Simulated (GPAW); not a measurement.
# RuAu (Pm-3m) in GPAW: convergence with density grid spacing (A)

Aim: find how far density grid spacing (A) must go before the results for RuAu settle, at PBE. This setting moves, with any that are tied to it; all else stays.

Everything below comes from runs of GPAW 26.7.0. Logs are shortened: lines on timing, memory, paths and dates and some standing lists are left out, and cuts for length are marked. The log counts tension as positive stress, the text compression.

### 1 The crystal as given

Symmetry: Pm-3m, No. 221, cubic system. Conventional cell: a = 3.165 Å, b = 3.165 Å, c = 3.165 Å, α = 90.00°, β = 90.00°, γ = 90.00°. Ru (site symmetry m-3m) is surrounded by 8 Au at 2.74 Å. Around Au (site symmetry m-3m) lie 8 Ru at 2.74 Å.

The cell was built by a generator and needn't be a form met in nature.

### 2 With density grid spacing (A) 0.24

Contents of run.py:

```python
from ase.dft.bandgap import bandgap
from ase.io import read, write
from ase.units import GPa
from gpaw import GPAW, PW

atoms = read('POSCAR')

calc = GPAW(mode=PW(600),
            h=0.24,
            xc='PBE',
            kpts={'size': (8, 8, 8), 'gamma': True},
            occupations={'name': 'fermi-dirac', 'width': 0.05},
            nbands=26,
            convergence={'density': 1e-05, 'energy': 1e-05},
            maxiter=100,
            txt='gpaw.txt')
atoms.calc = calc
energy = atoms.get_potential_energy()
forces = atoms.get_forces()
stress = atoms.get_stress()
calc.write('gs.gpw')
write('result.traj', atoms)
print(f'Energy: {energy:.6f} eV')
print('Forces (eV/A):')
print(forces.round(4))
print('Stress (GPa):', (stress / GPa).round(3))
print('Fermi level:', round(calc.get_fermi_level(), 4), 'eV')
print(f'Gap: {bandgap(calc)[0]:.4f} eV, direct: {bandgap(calc, direct=True)[0]:.4f} eV')
```

Contents of POSCAR:

```
RuAu
1.0
    3.1648100000      0.0000000000      0.0000000000
    0.0000000000      3.1648100000      0.0000000000
    0.0000000000      0.0000000000      3.1648100000
Ru Au
1 1
Direct
    0.0000000000      0.0000000000      0.0000000000
    0.5000000000      0.5000000000      0.5000000000
```

Potentials or basis: GPAW PAW data sets (gpaw-data 1.2.1), pw.

On the command line:

```
OMP_NUM_THREADS=1 python run.py
```

Run time: 15 s. Hardware: 1 thread of Arm Neoverse V1, shared host; peak memory 0.15 GiB.

What came out:

```
Free energy            : -11.3882 eV
Pressure               : 2.0 GPa
Band gap on the k mesh : none (metal or under the smearing width)
```

### 3 With density grid spacing (A) 0.2

run.py: that of step 2 with these lines changed.

```diff
@@ -8,3 +8,3 @@
 calc = GPAW(mode=PW(600),
-            h=0.24,
+            h=0.2,
             xc='PBE',
```

POSCAR is that of step 2.

Potentials or basis: GPAW PAW data sets (gpaw-data 1.2.1), pw.

On the command line:

```
OMP_NUM_THREADS=1 python run.py
```

Wall time 15 s (1 thread of Arm Neoverse V1, shared host); peak memory 0.15 GiB.

Results:

```
Free energy            : -11.3879 eV
Pressure               : 2.0 GPa
Band gap on the k mesh : none (metal or under the smearing width)
```

### 4 With density grid spacing (A) 0.17

run.py: that of step 3 with these lines changed.

```diff
@@ -8,3 +8,3 @@
 calc = GPAW(mode=PW(600),
-            h=0.2,
+            h=0.17,
             xc='PBE',
```

POSCAR is that of step 3.

On the command line:

```
OMP_NUM_THREADS=1 python run.py
```

Run time: 19 s. Hardware: 1 thread of Arm Neoverse V1, shared host; peak memory 0.16 GiB.

What came out:

* Free energy: -11.3881 eV
* Pressure: 2.0 GPa
* Band gap on the k mesh: none (metal or under the smearing width)

### 5 With density grid spacing (A) 0.15

run.py: that of step 4 with these lines changed.

```diff
@@ -8,3 +8,3 @@
 calc = GPAW(mode=PW(600),
-            h=0.17,
+            h=0.15,
             xc='PBE',
```

POSCAR is that of step 4.

On the command line:

```
OMP_NUM_THREADS=1 python run.py
```

Run time: 32 s. Hardware: 1 thread of Arm Neoverse V1, shared host; peak memory 0.17 GiB.

It converged, with:

- Free energy: -11.3882 eV
- Pressure: 2.0 GPa
- Band gap on the k mesh: none (metal or under the smearing width)

### 6 With density grid spacing (A) 0.13

run.py: that of step 5 with these lines changed.

```diff
@@ -8,3 +8,3 @@
 calc = GPAW(mode=PW(600),
-            h=0.15,
+            h=0.13,
             xc='PBE',
```

POSCAR is that of step 5.

Potentials or basis: GPAW PAW data sets (gpaw-data 1.2.1), pw.

On the command line:

```
OMP_NUM_THREADS=1 python run.py
```

Wall time 30 s (1 thread of Arm Neoverse V1, shared host); peak memory 0.18 GiB.

It converged, with:

```yaml
Free_energy: -11.3882 eV
Pressure: 2.0 GPa
Band_gap_on_the_k_mesh: none (metal or under the smearing width)
```

### 7 With density grid spacing (A) 0.11

run.py: that of step 6 with these lines changed.

```diff
@@ -8,3 +8,3 @@
 calc = GPAW(mode=PW(600),
-            h=0.13,
+            h=0.11,
             xc='PBE',
```

POSCAR is that of step 6.

On the command line:

```
OMP_NUM_THREADS=1 python run.py
```

It took 55 s on 1 thread of Arm Neoverse V1, shared host; peak memory 0.21 GiB.

The run converged. Its results:

| Quantity | Value |
| --- | --- |
| Free energy | -11.3882 eV |
| Pressure | 2.0 GPa |
| Band gap on the k mesh | none (metal or under the smearing width) |

### 8 With density grid spacing (A) 0.09

run.py: that of step 7 with these lines changed.

```diff
@@ -8,3 +8,3 @@
 calc = GPAW(mode=PW(600),
-            h=0.11,
+            h=0.09,
             xc='PBE',
```

POSCAR is that of step 7.

Potentials or basis: GPAW PAW data sets (gpaw-data 1.2.1), pw.

On the command line:

```
OMP_NUM_THREADS=1 python run.py
```

gpaw.txt:

```text
__  _  _
 | _ |_)|_||  |
 |__||  | ||/\| - 26.7.0

Input parameters:
  mode=PW(ecut=600.0),
  convergence={'density': 1e-05, 'energy': 1e-05},
  h=0.09,
  kpts=MonkhorstPack(size=(8, 8, 8), gamma=True),
  maxiter=100,
  nbands=26,
  occupations=Occupations(name='fermi-dirac', width=0.05),
  xc=XC(name='PBE')

Diagonalizing LCAO Hamiltonian
Converting LCAO to pw mode
   .-------.
  /|       |
 * |       |
 | |  Au   |
 | .-------.
 |/       /
 Ru------*

Atoms  # Å, Bohr magnetons
|   | symbol |        x |        y |        z |    initial magnetic moments |
|---|--------|----------|----------|----------|-----------------------------|
| 0 |     Ru | 0.000000 | 0.000000 | 0.000000 | ( 0.0000,  0.0000,  0.0000) |
| 1 |     Au | 1.582405 | 1.582405 | 1.582405 | ( 0.0000,  0.0000,  0.0000) |

Unit cell  # Å
| periodic |        x |        y |        z |  lengths |    angles |
|----------|----------|----------|----------|----------|-----------|
|      yes | 3.164810 | 0.000000 | 0.000000 | 3.164810 | 90.000000 |
|      yes | 0.000000 | 3.164810 | 0.000000 | 3.164810 | 90.000000 |
|      yes | 0.000000 | 0.000000 | 3.164810 | 3.164810 | 90.000000 |

Number of symmetries: 48
Symmetry operations  # r_c * U_cc + t_c -> r_c
|    | kind |            matrix            |
|----|------|------------------------------|
|  0 |  E   |  1, 0, 0,  0, 1, 0,  0, 0, 1 |
|  1 |  σ   |  1, 0, 0,  0, 1, 0,  0, 0,-1 |
|  2 |  σ   |  1, 0, 0,  0, 0, 1,  0, 1, 0 |
|  3 |  C4  |  1, 0, 0,  0, 0, 1,  0,-1, 0 |
|  4 |  C4  |  1, 0, 0,  0, 0,-1,  0, 1, 0 |
|  5 |  σ   |  1, 0, 0,  0, 0,-1,  0,-1, 0 |
|  6 |  σ   |  1, 0, 0,  0,-1, 0,  0, 0, 1 |
|  7 |  C2  |  1, 0, 0,  0,-1, 0,  0, 0,-1 |
|  8 |  σ   |  0, 1, 0,  1, 0, 0,  0, 0, 1 |
|  9 |  C2  |  0, 1, 0,  1, 0, 0,  0, 0,-1 |
| 10 |  C3  |  0, 1, 0,  0, 0, 1,  1, 0, 0 |
| 11 |  S6  |  0, 1, 0,  0, 0, 1, -1, 0, 0 |
| 12 |  S6  |  0, 1, 0,  0, 0,-1,  1, 0, 0 |
| 13 |  C3  |  0, 1, 0,  0, 0,-1, -1, 0, 0 |
| 14 |  C4  |  0, 1, 0, -1, 0, 0,  0, 0, 1 |
| 15 |  S4  |  0, 1, 0, -1, 0, 0,  0, 0,-1 |
| 16 |  C3  |  0, 0, 1,  1, 0, 0,  0, 1, 0 |
| 17 |  S6  |  0, 0, 1,  1, 0, 0,  0,-1, 0 |
| 18 |  σ   |  0, 0, 1,  0, 1, 0,  1, 0, 0 |
| 19 |  C4  |  0, 0, 1,  0, 1, 0, -1, 0, 0 |
| 20 |  C2  |  0, 0, 1,  0,-1, 0,  1, 0, 0 |
| 21 |  S4  |  0, 0, 1,  0,-1, 0, -1, 0, 0 |
| 22 |  S6  |  0, 0, 1, -1, 0, 0,  0, 1, 0 |
| 23 |  C3  |  0, 0, 1, -1, 0, 0,  0,-1, 0 |
| 24 |  S6  |  0, 0,-1,  1, 0, 0,  0, 1, 0 |
| 25 |  C3  |  0, 0,-1,  1, 0, 0,  0,-1, 0 |
| 26 |  C4  |  0, 0,-1,  0, 1, 0,  1, 0, 0 |
| 27 |  σ   |  0, 0,-1,  0, 1, 0, -1, 0, 0 |
| 28 |  S4  |  0, 0,-1,  0,-1, 0,  1, 0, 0 |
| 29 |  C2  |  0, 0,-1,  0,-1, 0, -1, 0, 0 |
| 30 |  C3  |  0, 0,-1, -1, 0, 0,  0, 1, 0 |
| 31 |  S6  |  0, 0,-1, -1, 0, 0,  0,-1, 0 |
| 32 |  C4  |  0,-1, 0,  1, 0, 0,  0, 0, 1 |
| 33 |  S4  |  0,-1, 0,  1, 0, 0,  0, 0,-1 |
| 34 |  S6  |  0,-1, 0,  0, 0, 1,  1, 0, 0 |
| 35 |  C3  |  0,-1, 0,  0, 0, 1, -1, 0, 0 |
| 36 |  C3  |  0,-1, 0,  0, 0,-1,  1, 0, 0 |
| 37 |  S6  |  0,-1, 0,  0, 0,-1, -1, 0, 0 |
| 38 |  σ   |  0,-1, 0, -1, 0, 0,  0, 0, 1 |
| 39 |  C2  |  0,-1, 0, -1, 0, 0,  0, 0,-1 |
| 40 |  σ   | -1, 0, 0,  0, 1, 0,  0, 0, 1 |
| 41 |  C2  | -1, 0, 0,  0, 1, 0,  0, 0,-1 |
| 42 |  C2  | -1, 0, 0,  0, 0, 1,  0, 1, 0 |
| 43 |  S4  | -1, 0, 0,  0, 0, 1,  0,-1, 0 |
| 44 |  S4  | -1, 0, 0,  0, 0,-1,  0, 1, 0 |
| 45 |  C2  | -1, 0, 0,  0, 0,-1,  0,-1, 0 |
| 46 |  C2  | -1, 0, 0,  0,-1, 0,  0, 0, 1 |
| 47 |  i   | -1, 0, 0,  0,-1, 0,  0, 0,-1 |

BZ-sampling:
  Number of BZ points: 512
  Number of IBZ points: 35

  Monkhorst-Pack size: [8, 8, 8]
  Monkhorst-Pack shift: [0.0625, 0.0625, 0.0625]

K-points  # in reciprocal-cell coordinates
|     |                                coordinates |     weight |
|-----|--------------------------------------------|------------|
|   0 | (  0.00000000,   0.00000000,   0.00000000) | 0.00195312 |
|   1 | (  0.12500000,   0.00000000,   0.00000000) | 0.01171875 |
|   2 | (  0.12500000,   0.12500000,   0.00000000) | 0.02343750 |
|   3 | (  0.12500000,   0.12500000,   0.12500000) | 0.01562500 |
|   4 | (  0.25000000,   0.00000000,   0.00000000) | 0.01171875 |
|   5 | (  0.25000000,   0.12500000,   0.00000000) | 0.04687500 |
|   6 | (  0.25000000,   0.12500000,   0.12500000) | 0.04687500 |
|   7 | (  0.25000000,   0.25000000,   0.00000000) | 0.02343750 |
|   8 | (  0.25000000,   0.25000000,   0.12500000) | 0.04687500 |
|   9 | (  0.25000000,   0.25000000,   0.25000000) | 0.01562500 |
| ... |                                            |            |
|  34 | (  0.50000000,   0.50000000,   0.50000000) | 0.00195312 |

Plane wave coefficients: 1074
Cutoff: 600.0 eV

Spin-components: 1 (collinear spins)
Bands:           26
Projectors:      12
Spin-degeneracy: 2
Datatype:        complex128

Parallelization:
  kpt:    1
  domain: 1
  band:   1

Density:
  Valence electrons: 27.0
  Components: 1
  Grid points: [36 36 36]
  Charge: 0.0  # |e|

Potential:
  Grid points: [36 36 36]

species:
  Ru:
    name:    Ruthenium
    Z:       44.0
    valence: 16
    core:    28
    charge:  0.0  # [|e|]
    compensation charges:
      type: gauss
      rc: 0.39  # [Å]
      lmax: 2
    cutoffs:
      filter: 2.16  # [Å]
      core: 1.30  # [Å]
    projectors
    | kind |    occ | energy [eV] | rcut [Å] |
    |------|--------|-------------|----------|
    |   4s |  2.000 |     -76.316 |    1.281 |
    |   5s |  1.000 |      -4.236 |    1.281 |
    |   4p |  6.000 |     -46.423 |    1.286 |
    |   5p |  0.000 |      -0.913 |    1.286 |
    |   4d |  7.000 |      -5.203 |    1.254 |
    |    d |        |      22.008 |    1.254 |

    Using partial waves for Ru as LCAO basis

  Au:
    name:    Gold
    Z:       79.0
    valence: 11
    core:    68
    charge:  0.0  # [|e|]
    compensation charges:
      type: gauss
      rc: 0.42  # [Å]
      lmax: 2
    cutoffs:
      filter: 2.33  # [Å]
      core: 2.81  # [Å]
    projectors
    | kind |    occ | energy [eV] | rcut [Å] |
    |------|--------|-------------|----------|
    |   6s |  1.000 |      -5.728 |    1.323 |
    |   6p |  0.000 |      -0.775 |    1.323 |
    |   5d | 10.000 |      -6.891 |    1.323 |
    |    s |        |      21.484 |    1.323 |
    |    p |        |      26.436 |    1.323 |
    |    d |        |      20.321 |    1.323 |

    Using partial waves for Au as LCAO basis

Reference energy: -639843.396092  # eV

eigensolver:
  PPCG
  Converge bands: occupied
  niter=2

density mixing:
  MSR1-Mixer
  Pratt-step length: 0.05
  Maximum mixing coefficient: 0.75
  Old densities: 10
  SVD Regularization: 0.005
  Good broyden scale: 1.0
  Trust region scale: 1.0
  Backstep threshold: 4.0
  History deletion threshold: 6.0
  Fourier metric: weight=20.0, sigma=0.015

occupation numbers:
  Fermi-Dirac:
    width: 0.0500  # eV

poisson solver:
  ecut: 4800.0  # eV

xc functional:
  name: PBE with 2 nearest neighbor stencil

convergence criteria:
- Maximum integral of absolute [dens]ity change: 1e-05 electrons / valence electron
- Maximum [total energy] change in last 3 cyles: 1e-05 eV / valence electron
- Maximum integral of absolute [eigenst]ate change: 4e-08 eV^2 / valence electron
maximum number of iterations: 100

SCF iterations
|iter     | |      energy | eigst |  dens |
|---------|-|-------------|-------|-------|
|iter:   1| |  -12.586377 | -0.00 |       |
|iter:   2| |  -12.313212 | -2.61 | -1.07 |
|iter:   3| |  -11.539754 | -1.75 | -1.12 |
|iter:   4| |  -11.427376 | -2.46 | -1.59 |
|iter:   5| |  -11.378536 | -3.36 | -1.80 |
|iter:   6| |  -11.375925 | -4.14 | -2.41 |
|iter:   7| |  -11.375176 | -4.48 | -2.64 |
|iter:   8| |  -11.375175 | -7.01 | -3.89 |
|iter:   9| |  -11.375175c| -7.20 | -4.23 |
|iter:  10| |  -11.375175c| -8.74c| -5.20c|

Converged in 10 steps
Energy contributions relative to reference atoms: (reference = -639843.396092)

Energy contributions:
  Kinetic:         -15.386254
  Coulomb:          10.248211
  Zero:             -0.036722
  External:          0.000000
  Xc:               -6.187362
  Entropy:          -0.026094
  Spinorbit:         0.000000
  ----------------------------
  Free energy:     -11.388222
  Extrapolated:    -11.375175

dipole moment: (-10.965620, -10.965620, -10.965620)  # |e|*Ang

Fermi level: 10.922
Eigenvalues  # (at kpt = [0.000, 0.000, 0.000])
| band index |      eig [eV] | occ [0-2] |
|------------|---------------|-----------|
|          0 |       -61.579 |     2.000 |
|        ... |               |           |
|          4 |         2.012 |     2.000 |
|          5 |         4.363 |     2.000 |
|          6 |         4.363 |     2.000 |
|          7 |         6.607 |     2.000 |
|          8 |         6.607 |     2.000 |
|          9 |         6.607 |     2.000 |
[... 8 lines left out ...]
|         18 |        25.254 |     0.000 |
|         19 |        28.417 |     0.000 |
|        ... |               |           |
|         25 |        37.118 |     0.000 |

No gap
No difference between direct/indirect transitions

Forces  # eV/Ang
|       x |        y |       z |
|---------|----------|---------|
| 0.00000 |  0.00000 | 0.00000 |  # Ru   0
| 0.00000 | -0.00000 | 0.00000 |  # Au   1

Stress tensor  # eV/Ang^3
|         x |         y |         z |
|-----------|-----------|-----------|
| -0.012336 |  0.000000 |  0.000000 |
|  0.000000 | -0.012336 |  0.000000 |
|  0.000000 |  0.000000 | -0.012336 |

# Writing to gs.gpw (mode='')
```

Wall time 84 s (1 thread of Arm Neoverse V1, shared host); peak memory 0.27 GiB.

Results:

```yaml
Free_energy: -11.3882 eV
Pressure: 2.0 GPa
Band_gap_on_the_k_mesh: none (metal or under the smearing width)
```

### 9 Result

| density grid spacing (A) | energy less the tightest run, at zero smearing (meV/atom) | SCF cycles | CPU time (s) | peak memory (GiB) |
| --- | --- | --- | --- | --- |
| 0.24 | 0.02 | 10 | 15 | 0.15 |
| 0.2 | 0.15 | 10 | 15 | 0.15 |
| 0.17 | 0.06 | 10 | 19 | 0.16 |
| 0.15 | 0.02 | 10 | 32 | 0.17 |
| 0.13 | 0.02 | 10 | 29 | 0.18 |
| 0.11 | 0.01 | 10 | 55 | 0.21 |
| 0.09 | 0.00 | 10 | 82 | 0.27 |

Against the tightest run, the energy stays within 1 meV/atom from 0.24 on. The tightest run that finished is the yardstick and may itself not be fully converged.

Caveats: with this Au data set, volumes or pressures lay over 1.5 % or 2 GPa off other programs in two to four cells of ten.
